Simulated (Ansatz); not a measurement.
Runs of Ansatz 0.2.0 on NiMoIrPdW. It takes space group P3m1 (No. 156, trigonal). The conventional cell has a = 2.761 Å, b = 2.761 Å, c = 11.341 Å, α = 90.00°, β = 90.00°, γ = 120.00°. Ni (site symmetry 3m) is surrounded by 3 W at 2.59 Å and 3 Pd at 2.68 Å and 6 Ni at 2.76 Å. Around Mo (site symmetry 3m) lie 3 Ir at 2.66 Å and 1 W at 2.66 Å and 6 Mo at 2.76 Å. Around Pd (site symmetry 3m) lie 3 Ni at 2.68 Å and 6 Pd at 2.76 Å and 3 Ir at 2.84 Å. Ir (site symmetry 3m) is surrounded by 3 Mo at 2.66 Å and 6 Ir at 2.76 Å and 3 Pd at 2.84 Å. W (site symmetry 3m) has 3 Ni at 2.59 Å and 1 Mo at 2.66 Å and 6 W at 2.76 Å as nearest neighbours. The cell was built by a generator and needn't be a form met in nature.

```tsv
task	level	potentials or basis	cell	k mesh	cutoff (eV)	basis error allowed	pressure (GPa)	moment (μB)	largest force (eV/Å)
band structure	RPBE	all-electron LAPW, scalar-relativistic	as given	8 × 8 × 2	282	0.002 eV/atom	4.0	0.00	(b)
band structure	LDA	all-electron LAPW, scalar-relativistic	as given	8 × 8 × 2	282	0.002 eV/atom	-14.0	0.00	(a)
band structure	PBE	all-electron LAPW, scalar-relativistic	as given	8 × 8 × 2	282	0.002 eV/atom	0.0	0.00	0.30
relaxation of cell and atoms	PBE+D3(BJ)	all-electron PAW datasets made for the crystal	relaxed	7 × 7 × 2	-	-	0.0	0.00	-
```

Alike in all rows: spin collinear, ferromagnetic start; smearing fermi-dirac 0.05 eV; the mesh is coarse, so values aren't converged.

Problem. Estimate the missing entries.

Solution. (a) 0.29; (b) 0.32.

Caveats: some runs use coarse meshes; the k mesh is thin for a metal, which can move the energy by tens of meV per atom; the starting moments weren't kept; the program listed the state as in doubt (some runs).

The runs don't all hold the same shells in valence.
